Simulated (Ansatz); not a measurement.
# BrFH5NO2Zr: the cost of one run

Program: Ansatz 0.2.0. Level of theory: RHF/def2-SVP. These are calculated values, not measurements.

## 1. The structure to begin with

Bond lengths: Zr1–F2 2.330 Å, Zr1–O3 2.070 Å, O3–H4 1.010 Å, Zr1–O5 2.069 Å, O5–H6 1.010 Å, Zr1–N7 2.208 Å, N7–H8 1.060 Å, N7–H9 1.060 Å, Zr1–Br10 3.000 Å. Angles (14 of 15 angles, heavy atoms first): F2–Zr1–O3 109.4°, F2–Zr1–O5 109.5°, F2–Zr1–N7 109.5°, F2–Zr1–Br10 71.6°, O3–Zr1–O5 109.5°, O3–Zr1–N7 109.5°, O3–Zr1–Br10 67.1°, O5–Zr1–N7 109.5°, O5–Zr1–Br10 72.9°, N7–Zr1–Br10 176.5°, Zr1–O3–H4 109.5°, Zr1–O5–H6 109.5°, Zr1–N7–H8 120.0°, Zr1–N7–H9 120.0°.

Structure file:

```xyz
11

Zr    0.0000    0.0000    0.0000
F     0.0000    0.0000    2.3300
O     1.9520    0.0000   -0.6893
H     2.2684   -0.9521   -0.8060
O    -0.9750    1.6891   -0.6893
H    -1.9328    1.4584   -0.9117
N    -1.0409   -1.8034   -0.7359
H    -1.5759   -2.4197   -0.0595
H    -1.0055   -2.0526   -1.7656
Br    1.5733    2.3727    0.9460
H     0.7115    1.0730    2.2030
```

## 2. A restrained relaxation towards end A

Springs on the bonds that form and break draw the guess towards this end; the thresholds are loose.

input.yaml

```yaml
crystal:
  periodic: [false, false, false]
  atoms:
    - { symbol: Zr, position_ang: [0.0, 0.0, 0.0] }
    - { symbol: F, position_ang: [0.0, 0.0, 2.33] }
    - { symbol: O, position_ang: [1.952, 0.0, -0.6893] }
    - { symbol: H, position_ang: [2.2684, -0.9521, -0.806] }
    - { symbol: O, position_ang: [-0.975, 1.6891, -0.6893] }
    - { symbol: H, position_ang: [-1.9328, 1.4584, -0.9117] }
    - { symbol: "N", position_ang: [-1.0409, -1.8034, -0.7359] }
    - { symbol: H, position_ang: [-1.5759, -2.4197, -0.0595] }
    - { symbol: H, position_ang: [-1.0055, -2.0526, -1.7656] }
    - { symbol: Br, position_ang: [1.5733, 2.3727, 0.946] }
    - { symbol: H, position_ang: [0.7115, 1.073, 2.203] }
basis:
  gaussian: { orbitals: def2-SVP }
hamiltonian:
  xc: hf
relax:
  f_tol: 0.15
  max_steps: 25
  restrain:
    - { distance: [0, 9], at: 3.9, k: 30.0 }
    - { distance: [10, 1], at: 2.12, k: 30.0 }
    - { distance: [0, 1], at: 1.98, k: 30.0 }
    - { distance: [10, 9], at: 1.55, k: 30.0 }
```

Launch:

```console
$ ansatz run input.yaml --threads 4 --pin off --max-ram 5120MiB --backend cpu --events-out ev --progress --plain --runs-dir out
```

What time and memory should one allow on 4 threads of Arm Neoverse V1, shared host?

About 50 s, with a peak of 0.44 GiB.
